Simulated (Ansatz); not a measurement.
# LiPb2: the cost of one run

Program: Ansatz 0.2.0. Level of theory: DFT PBE, scalar-relativistic, plane waves, PAW. These are calculated values, not measurements.

2 further runs of the same task are left out: 1 that didn't finish, 1 set aside as unsound or not needed.

## 1. The system as given

The structure is trigonal, space group P-3m1 (No. 164). Conventional cell: a = 3.556 Å, b = 3.556 Å, c = 7.483 Å, α = 90.00°, β = 90.00°, γ = 120.00°. Around Li (site symmetry -3m) lie 6 Pb at 3.14 Å and 6 Li at 3.56 Å. Pb (site symmetry 3m) has 3 Li at 3.14 Å and 9 Pb at 3.42 to 3.56 Å as nearest neighbours.

As a file:

```cif
data_structure
_symmetry_space_group_name_H-M 'P 1'
_symmetry_Int_Tables_number 1
_cell_length_a 3.5558
_cell_length_b 3.5558
_cell_length_c 7.4832
_cell_angle_alpha 90.000
_cell_angle_beta 90.000
_cell_angle_gamma 120.000
_cell_volume 81.94
loop_
_atom_site_label
_atom_site_type_symbol
_atom_site_fract_x
_atom_site_fract_y
_atom_site_fract_z
_atom_site_occupancy
Li1 Li 0.00000 0.00000 0.00000 1
Pb1 Pb 0.66667 0.33333 0.68312 1
Pb2 Pb 0.33333 0.66667 0.31688 1
```

The cell was relaxed beforehand at this level, from a generated guess; it needn't be the stable form of this composition. At a tolerance of 0.05 Å it has space group P-3m1 (No. 164); it has 27.31 Å³/atom, an uncorrected energy of -0.10 eV/atom over the elements.

## 2. Electronic structure at the relaxed geometry

Input file input.yaml:

```yaml
crystal:
  lattice:
    - [3.5558324356, -3.1e-09, 0.0]
    - [-1.7779162152, 3.0794412224, 0.0]
    - [0.0, 0.0, 7.4831751651]
  atoms:
    - { symbol: Li, position: [0.0, 0.0, 0.0] }
    - { symbol: Pb, position: [0.6666666667, 0.3333333333, 0.6831158591] }
    - { symbol: Pb, position: [0.3333333333, 0.6666666667, 0.3168841409] }
basis:
  ecutwfc: 420
kpoints:
  mp_grid: { grid: [18, 18, 6] }
  band_path:
    path:
      - [[0.0, 0.0, 0.0], [0.5, 0.0, 0.0], [0.33333333, 0.33333333, 0.0], [0.0, 0.0, 0.0], [0.0, 0.0, 0.5], [0.5, 0.0, 0.5], [0.33333333, 0.33333333, 0.5], [0.0, 0.0, 0.5]]
      - [[0.5, 0.0, 0.5], [0.5, 0.0, 0.0]]
      - [[0.33333333, 0.33333333, 0.5], [0.33333333, 0.33333333, 0.0]]
    npoints: 14
hamiltonian:
  xc: pbe
scf:
  occupations: { method: gaussian, width: 0.1 }
  n_extra_bands: 7
output:
  forces: true
  stress: true
  eigenvalues: true
  populations: true
  dos: { projected: true, de: 0.02, nscf_kmesh: { grid: [22, 22, 8] } }
  bader: true
```

Started as:

```console
$ ansatz run input.yaml --threads 1 --pin off --max-ram 2560MiB --backend cpu --events-out ev --progress --plain --runs-dir out
```

**Question.** How long does this run take on 1 thread of Intel Xeon Platinum 8259CL at 2.50GHz (Skylake/Cascade Lake), shared host, and how much memory does it need?

About 73 s, with a peak of 0.73 GiB.
